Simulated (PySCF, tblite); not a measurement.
# C6H6F3N3: geometry, infrared bands and NMR shifts

Wanted: the infrared bands and NMR shifts of C6H6F3N3 (`CCc1ncnc(C(F)(F)F)n1`), by calculation.

The runs use tblite 0.8.0 and PySCF 2.14.0, with density-fitted response routines of our own; the level of theory stands in each step. All values are computed, except where a source is named. Atoms are numbered from 0 throughout.

### Step 1. The starting structure

18 atoms, charge 0, multiplicity 1; geometry from: force field or distance geometry start.

Bonds of the start (Å): C0–C1 1.49, C1–C2 1.51, C2–N3 1.34, N3–C4 1.35, C4–N5 1.35, N5–C6 1.36, C6–C7 1.49, C7–F8 1.39, C7–F9 1.39, C7–F10 1.38, C6–N11 1.35, N11–C2 1.34, C0–H12 1.13, C0–H13 1.10, C0–H14 1.13, C1–H15 1.12, C1–H16 1.12, C4–H17 1.08.

### Step 2. Geometry optimisation with GFN2-xTB

The job: settings as JSON, then the geometry in Å.

```
{"job": {"kind": "relax", "xc": "GFN2-xTB", "basis": "xTB"}, "charge": 0, "multiplicity": 1}
C     -2.319400     1.135200    -0.620600
C     -2.124100    -0.335500    -0.532400
C     -0.659800    -0.624700    -0.338700
N     -0.268600    -1.904000    -0.240600
C      1.023500    -2.252000    -0.059400
N      1.935200    -1.251900    -0.013600
C      1.563600     0.051200    -0.122400
C      2.640100     1.080500    -0.042100
F      3.711500     0.571400     0.681900
F      2.999200     1.341800    -1.355600
F      2.209900     2.219700     0.601300
N      0.255100     0.353800    -0.282100
H     -3.392500     1.411800    -0.841100
H     -1.649000     1.530900    -1.402400
H     -2.095500     1.608200     0.385200
H     -2.671100    -0.785000     0.335400
H     -2.493900    -0.854500    -1.448600
H      1.327100    -3.290600     0.019300
```

The run is started by

```
OMP_NUM_THREADS=1 python probes_run.py task.json out
```

One launch serves the whole session: the jobs run in the order shown.

**Question.** This job is followed by: GFN2-xTB harmonic vibrations, gas phase; GIAO PBE0/pcSseg-1 NMR shielding, non-relativistic, gas phase. What will the session give for the following? strongest single infrared mode (GFN2-xTB); zero-point energy (GFN2-xTB); 13C shifts against TMS (PBE0/pcSseg-1); 1H shifts against TMS (PBE0/pcSseg-1, means over atoms taken as alike); 15N shifts against NH3 (PBE0/pcSseg-1); 19F shifts against CFCl3 (PBE0/pcSseg-1, means over atoms taken as alike).

The runs gave:

| quantity | value |
| --- | --- |
| strongest single infrared mode (GFN2-xTB) | 1577 cm⁻¹, 346 km/mol |
| zero-point energy (GFN2-xTB) | 75.8 kcal/mol |
| 13C shifts against TMS (PBE0/pcSseg-1) | 189.1, 172.4, 171.6, 128.6, 35.3, 11.5 ppm |
| 1H shifts against TMS (PBE0/pcSseg-1, means over atoms taken as alike) | 9.52, 3.35, 1.55 ppm |
| 15N shifts against NH3 (PBE0/pcSseg-1) | 324.3, 308.2, 304.6 ppm |
| 19F shifts against CFCl3 (PBE0/pcSseg-1, means over atoms taken as alike) | -84.8 ppm |

Relaxing lowered the energy by 0.835 eV in 44 steps; the close pair that moved most is C7–F8, from 1.390 to 1.333 Å. All 48 modes are real, so the xTB geometry is a minimum. The strongest single mode, at 1577 cm⁻¹, is spread over several atoms, C6, C4, N3, N11 among them. Unscaled tight-binding wavenumbers are off by several per cent, some by more. Its intensities can rank the bands wrongly. NICS(1)zz of -25 ppm above the planar ring from C2 marks a diatropic (aromatic) ring current.
